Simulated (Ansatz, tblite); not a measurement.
**The cluster K₁₆−: rung by rung**

How do method and basis change the picture of the cluster K₁₆− (doublet)?

Program: Ansatz 0.2.0, Gaussian basis. Level of theory: as each input shows. These are calculated values, not measurements.

Plan: GFN1-xTB, GFN2-xTB, PBE/def2-TZVP, r2SCAN/def2-TZVP, BLYP/def2-TZVP, PBE/def2-SVP, PBE0/def2-SVP, HF/STO-3G, MP2/def2-SVP, RPA/def2-SVP.

2 further runs of the same task are left out: 2 set aside as unsound or not needed.

**1. The geometry**

The geometry is that of the doublet, from an earlier relaxation (r2SCAN/def2-SVP). At that level it is the lowest of the isomers that a small search found.

16 atoms, charge -1, spin multiplicity 2.

Bond lengths: K1–K2 4.651 Å, K1–K4 4.560 Å, K1–K11 4.708 Å, K1–K14 4.708 Å, K1–K16 4.636 Å, K2–K4 4.828 Å, K2–K9 4.616 Å, K2–K11 4.513 Å, K2–K12 4.758 Å, K2–K16 4.491 Å, K3–K4 4.765 Å, K3–K6 4.565 Å, K3–K7 4.679 Å, K3–K13 4.602 Å, K3–K14 4.593 Å, K4–K7 4.668 Å, K4–K9 4.713 Å, K4–K11 4.711 Å and more. Angles: K2–K1–K4 63.2°, K2–K1–K11 57.7°, K2–K1–K14 106.0°, K2–K1–K16 57.8°, K4–K1–K11 61.1°, K4–K1–K14 59.2°, K4–K1–K16 64.9°, K11–K1–K14 118.0°, K11–K1–K16 108.4°, K14–K1–K16 58.1°, K1–K2–K4 57.5°, K1–K2–K9 107.4°, K1–K2–K11 61.8°, K1–K2–K12 107.4°, K1–K2–K16 60.9°, K4–K2–K9 59.8°, K4–K2–K11 60.5°, K4–K2–K12 56.4° and more.

The ion is computed in the gas phase, without counter-ions or solvent.

PBE0/def2-TZVP was run before; its log isn't repeated, and its numbers join the tables.

**2. GFN1-xTB**

Tight binding, by tblite at 300 K electronic temperature and without a spin-polarisation term:

```python
tblite.interface.Calculator('GFN1-xTB', numbers, positions, charge=-1, uhf=1).singlepoint()
```

Energy -183.7807 eV; 0.021 s.

**3. GFN2-xTB**

Tight binding, by tblite at 300 K electronic temperature and without a spin-polarisation term:

```python
tblite.interface.Calculator('GFN2-xTB', numbers, positions, charge=-1, uhf=1).singlepoint()
```

Energy -86.7344 eV; 0.53 s.

**4. PBE/def2-TZVP**

start.molden holds the orbitals of an earlier run on this state, given as this run's starting guess.

Input file in.yaml:

```yaml
crystal:
  periodic: [false, false, false]
  atoms:
    - {symbol: K, position_ang: [4.177462, -3.520775, -2.006457]}
    - {symbol: K, position_ang: [2.352140, 0.128172, -4.239277]}
    - {symbol: K, position_ang: [0.525124, -1.498867, 4.794951]}
    - {symbol: K, position_ang: [0.699859, -1.391214, 0.034852]}
    - {symbol: K, position_ang: [-4.130259, -3.571348, -2.085096]}
    - {symbol: K, position_ang: [2.782215, 2.099260, 3.122397]}
    - {symbol: K, position_ang: [-3.175528, -2.781404, 2.235438]}
    - {symbol: K, position_ang: [-3.550414, 4.391436, -0.608856]}
    - {symbol: K, position_ang: [1.035206, 3.185153, -1.041021]}
    - {symbol: K, position_ang: [-5.729967, 0.272420, -0.057591]}
    - {symbol: K, position_ang: [-0.078205, -3.668109, -4.015155]}
    - {symbol: K, position_ang: [-2.196097, 0.493982, -2.892231]}
    - {symbol: K, position_ang: [-1.964080, 1.544373, 2.402350]}
    - {symbol: K, position_ang: [4.442314, -2.271617, 2.525116]}
    - {symbol: K, position_ang: [-0.226783, 5.741388, 2.542531]}
    - {symbol: K, position_ang: [5.037022, 0.847140, -0.711952]}
basis:
  gaussian: {orbitals: def2-TZVP, fitting: {mean_field: def2-universal-jkfit}, initial_orbitals: start.molden}
total_charge: -1
magnetization: {spin_polarized: true, initial_magnetization: 1}
hamiltonian: {xc: pbe}
scf: {omitted_lower_state_checks: [starts]}
output: {forces: true, orbitals: {seedname: orbitals}}
```

Run with:

```sh
> ansatz run in.yaml --threads 2 --pin off --events-out ev --progress --plain --max-ram 32768MiB --backend cuda --devices 0, --max-vram 18GiB
```

The runs that follow: r2SCAN/def2-TZVP; BLYP/def2-TZVP; PBE/def2-SVP; PBE0/def2-SVP; HF/STO-3G; MP2/def2-SVP; RPA/def2-SVP.

**Question.** What will the summary of the whole plan be? Wanted: gap in def2-TZVP, named functionals, smallest and largest; correlation energy, MP2/def2-SVP; ⟨S²⟩ in def2-TZVP, named functionals, smallest and largest; PBE0 total energy, smallest basis above largest.

The runs gave:

| quantity | value |
| --- | --- |
| gap in def2-TZVP, named functionals, smallest and largest | 0.12 eV (BLYP), 0.78 eV (PBE0) |
| correlation energy, MP2/def2-SVP | -25.39 eV |
| ⟨S²⟩ in def2-TZVP, named functionals, smallest and largest | 0.768, 2.632 |
| PBE0 total energy, smallest basis above largest | 33.26 eV (def2-SVP, def2-TZVP) |

What this shows: Over the named functionals in def2-TZVP the gap runs from 0.12 eV (BLYP) to 0.78 eV (PBE0); exact exchange widens it. Over the named functionals in def2-TZVP spin contamination reaches 1.88 (r2SCAN), so some levels may describe another state.
